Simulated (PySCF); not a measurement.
# DyHO2 (Dy(O)(OH)+): the cost of one run

Computed with PySCF 2.14.0. Level: several levels, as the steps say, no spin–orbit coupling.

1 further run of the same task is left out (for a known fault of the program).

### Step 1. The system as given

4 atoms, charge 1, spin multiplicity 1.

Bond lengths: Dy1–O2 1.746 Å, Dy1–O3 1.921 Å, Dy1–H4 2.761 Å, O3–H4 0.969 Å. Angles: O2–Dy1–O3 104.6°, O2–Dy1–H4 92.5°, O3–Dy1–H4 12.0°, Dy1–O3–H4 143.5°, Dy1–H4–O3 24.4°.

Coordinates:

| atom | x (Å) | y (Å) | z (Å) |
| --- | --- | --- | --- |
| Dy1 | -0.0062 | -0.0408 | -0.4592 |
| O2 | 1.0707 | 0.0323 | 0.9127 |
| O3 | -1.7671 | 0.0210 | 0.3051 |
| H4 | -2.2520 | 0.0762 | 1.1426 |

Formal oxidation states: Dy +4. Each metal's 8 4f electrons lie in its core potential, so multiplicities, spins and levels count the valence alone. An earlier session relaxed this geometry at PBE0, Dy lcecp-2-SVP with ECP54, O def2-SVP, H def2-SVP (singlet, point group Cs).

At PBE0 on the finer grid: E = -194.602877 Eh, frontier levels not given, since the 4f levels lie in the core, Mulliken charge on Dy1 +1.41 e, largest force component 0.021 eV/Å. 

Levels to run: wB97X; BLYP; PBE0, TZVP. Hardware: 2 threads of Arm Neoverse V1, shared host.

### Step 2. wB97X

The input, run.py (the lines that set the calculation):

```python
mol = gto.M(atom='''
Dy    -0.00621    -0.04076    -0.45918
O      1.07073     0.03226     0.91273
O     -1.76705     0.02105     0.30510
H     -2.25197     0.07619     1.14256''',
    basis={'Dy': 'lcecp-2-SVP', 'O': 'def2-SVP', 'H': 'def2-SVP'},
    ecp={'Dy': 'lcecp-2-SVP'},
    charge=1, spin=0)
mf = dft.RKS(mol, xc='WB97X')
mf.grids.atom_grid = (75, 302)  # f atoms: unpruned, at least (60, 302)
mf = mf.density_fit()  # fitting sets: Dy AutoAux, O def2-universal-JKFIT, H def2-universal-JKFIT
mf.conv_tol = 1e-08; mf.max_cycle = 55
mf.kernel(dm0)  # dm0: the density of the relaxed state
```

On the command line:

```bash
> OMP_NUM_THREADS=2 python run.py
```

**Question.** How long does this run take on 2 threads of Arm Neoverse V1, shared host?

About 2.7 s.
